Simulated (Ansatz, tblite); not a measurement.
# The cluster Sb₅+: rung by rung

An exercise on one series of results from a longer session: the logs are not shown, and one member is left open.

Program: Ansatz 0.2.0, Gaussian basis. Level of theory: as each input shows. These are calculated values, not measurements.

The runs, in order: GFN1-xTB, GFN2-xTB, PBE-D4/def2-TZVP, r2SCAN-D4/def2-TZVP, LC-ωPBE/def2-TZVP, HF/def2-TZVP, BHLYP-D4/def2-TZVP, PBE-D4/def2-SVP, PBE0-D4/def2-SVP, CCSD(T)/def2-SVP, MP2/def2-TZVP.

3 further runs of the same task are left out: 3 set aside as unsound or not needed.

### The geometry

The singlet was relaxed beforehand with PBE0-D4/def2-SVP. At that level it is the lowest of the isomers that a small search found.

5 atoms, charge 1, spin multiplicity 1.

Bond lengths: Sb1–Sb3 2.812 Å, Sb1–Sb4 2.812 Å, Sb1–Sb5 2.956 Å, Sb2–Sb3 2.812 Å, Sb2–Sb4 2.812 Å, Sb2–Sb5 2.956 Å, Sb3–Sb5 2.956 Å, Sb4–Sb5 2.956 Å. Angles: Sb3–Sb1–Sb4 90.0°, Sb3–Sb1–Sb5 61.6°, Sb4–Sb1–Sb5 61.6°, Sb3–Sb2–Sb4 90.0°, Sb3–Sb2–Sb5 61.6°, Sb4–Sb2–Sb5 61.6°, Sb1–Sb3–Sb2 90.0°, Sb1–Sb3–Sb5 61.6°, Sb2–Sb3–Sb5 61.6°, Sb1–Sb4–Sb2 90.0°, Sb1–Sb4–Sb5 61.6°, Sb2–Sb4–Sb5 61.6°, Sb1–Sb5–Sb2 84.6°, Sb1–Sb5–Sb3 56.8°, Sb1–Sb5–Sb4 56.8°, Sb2–Sb5–Sb3 56.8°, Sb2–Sb5–Sb4 56.8°, Sb3–Sb5–Sb4 84.5°.

Sb takes a core potential in the def2 sets. No spin-orbit coupling is included. The ion is computed in the gas phase, without counter-ions or solvent.

PBE0-D4/def2-TZVP was run before; its log isn't repeated, and its numbers join the tables.

Set-up of the first run:

Tight binding, by tblite at 300 K electronic temperature and without a spin-polarisation term:

```python
tblite.interface.Calculator('GFN1-xTB', numbers, positions, charge=1, uhf=0).singlepoint()
```

Tight binding, by tblite at 300 K electronic temperature and without a spin-polarisation term:

```python
tblite.interface.Calculator('GFN2-xTB', numbers, positions, charge=1, uhf=0).singlepoint()
```

start.molden holds the orbitals of an earlier run on this state, given as this run's starting guess.

in.yaml reads:

```yaml
crystal:
  periodic: [false, false, false]
  atoms:
    - {symbol: Sb, position_ang: [0.582399, 1.669949, 1.009382]}
    - {symbol: Sb, position_ang: [-1.116567, -1.673504, -0.316017]}
    - {symbol: Sb, position_ang: [-1.593271, 1.075285, -0.669956]}
    - {symbol: Sb, position_ang: [1.059695, -1.078678, 1.362779]}
    - {symbol: Sb, position_ang: [1.067754, 0.006958, -1.386189]}
basis:
  gaussian: {orbitals: def2-TZVP, initial_orbitals: start.molden}
total_charge: 1
hamiltonian: {xc: pbe, dispersion: d4}
scf: {omitted_lower_state_checks: [starts]}
output: {forces: true, orbitals: {seedname: orbitals}}
```

Run with:

```
$ ansatz run in.yaml --threads 4 --pin off --events-out ev --progress --plain --max-ram 4787MiB
```

Steps of the session up to this table: PBE-D4/def2-TZVP; r2SCAN-D4/def2-TZVP; LC-ωPBE/def2-TZVP; HF/def2-TZVP; BHLYP-D4/def2-TZVP; PBE-D4/def2-SVP; PBE0-D4/def2-SVP; CCSD(T)/def2-SVP; MP2/def2-TZVP.

One of the session's tables, all rows but one given; the rest of the session is left out.

It belongs to the step «Levels side by side». 

```
              level  HOMO (eV)  LUMO (eV)  gap (eV)
       HF/def2-TZVP     -12.07      -4.54      7.54
    PBE-D4/def2-SVP      -9.66      -7.70      1.97
   PBE-D4/def2-TZVP          ?          ?         ?
r2SCAN-D4/def2-TZVP      -9.82      -7.69      2.13
   PBE0-D4/def2-SVP     -10.52      -7.18      3.34
  PBE0-D4/def2-TZVP     -10.42      -7.10      3.32
 BHLYP-D4/def2-TZVP     -11.06      -6.38      4.68
  LC-ωPBE/def2-TZVP     -12.53      -5.44      7.10
```

Estimate the missing values for PBE-D4/def2-TZVP.

As computed: HOMO (eV): -9.59; LUMO (eV): -7.64; gap (eV): 1.95. In the column «HOMO (eV)» it is the highest.
